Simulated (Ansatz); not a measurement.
# K3Se: the cost of one run

Program: Ansatz 0.2.0. Level of theory: DFT PBE, scalar-relativistic, plane waves, PAW. These are calculated values, not measurements.

## (1) The structure to begin with

It takes space group Fm-3m (No. 225, cubic). The conventional cell has a = 8.344 Å, b = 8.344 Å, c = 8.344 Å, α = 90.00°, β = 90.00°, γ = 90.00°. K (site symmetry m-3m) has 8 K at 3.61 Å as nearest neighbours. Around K (site symmetry -43m) lie 4 K at 3.61 Å and 4 Se at 3.61 Å. Around Se (site symmetry m-3m) lie 8 K at 3.61 Å.

Structure file:

```cif
data_structure
_symmetry_space_group_name_H-M 'P 1'
_symmetry_Int_Tables_number 1
_cell_length_a 5.9002
_cell_length_b 5.9002
_cell_length_c 5.9002
_cell_angle_alpha 60.000
_cell_angle_beta 60.000
_cell_angle_gamma 60.000
_cell_volume 145.24
loop_
_atom_site_label
_atom_site_type_symbol
_atom_site_fract_x
_atom_site_fract_y
_atom_site_fract_z
_atom_site_occupancy
K1 K 0.50000 0.50000 0.50000 1
K2 K 0.25000 0.25000 0.25000 1
K3 K 0.75000 0.75000 0.75000 1
Se1 Se 0.00000 0.00000 0.00000 1
```

Recipe of the guess: random cell by space group and Wyckoff sites (Fm-3m, No. 225). Lengths come from tabulated atomic sizes and are only a guess.

## (2) Probe: one point on a coarse mesh

Contents of input.yaml:

```yaml
crystal:
  lattice:
    - [0.0, 4.17206867, 4.17206867]
    - [4.17206867, 0.0, 4.17206867]
    - [4.17206867, 4.17206867, 0.0]
  atoms:
    - { symbol: K, position: [0.5, 0.5, 0.5] }
    - { symbol: K, position: [0.25, 0.25, 0.25] }
    - { symbol: K, position: [0.75, 0.75, 0.75] }
    - { symbol: Se, position: [0.0, 0.0, 0.0] }
basis:
  ecutwfc: 420
kpoints:
  mp_grid: { grid: [4, 4, 4] }
hamiltonian:
  xc: pbe
scf:
  occupations: { method: gaussian, width: 0.1 }
  lower_state_search: "off"
output:
  forces: true
  stress: true
  eigenvalues: true
```

Run with:

```
$ ansatz run input.yaml --threads 1 --pin off --max-ram 2048MiB --backend cpu --events-out ev --progress --plain --runs-dir out
```

Q: Estimate wall time and peak memory on 1 thread of Intel Xeon Platinum 8223CL at 3.00GHz (Skylake/Cascade Lake), shared host.

About 2.2 s, with a peak of 0.4 GiB.
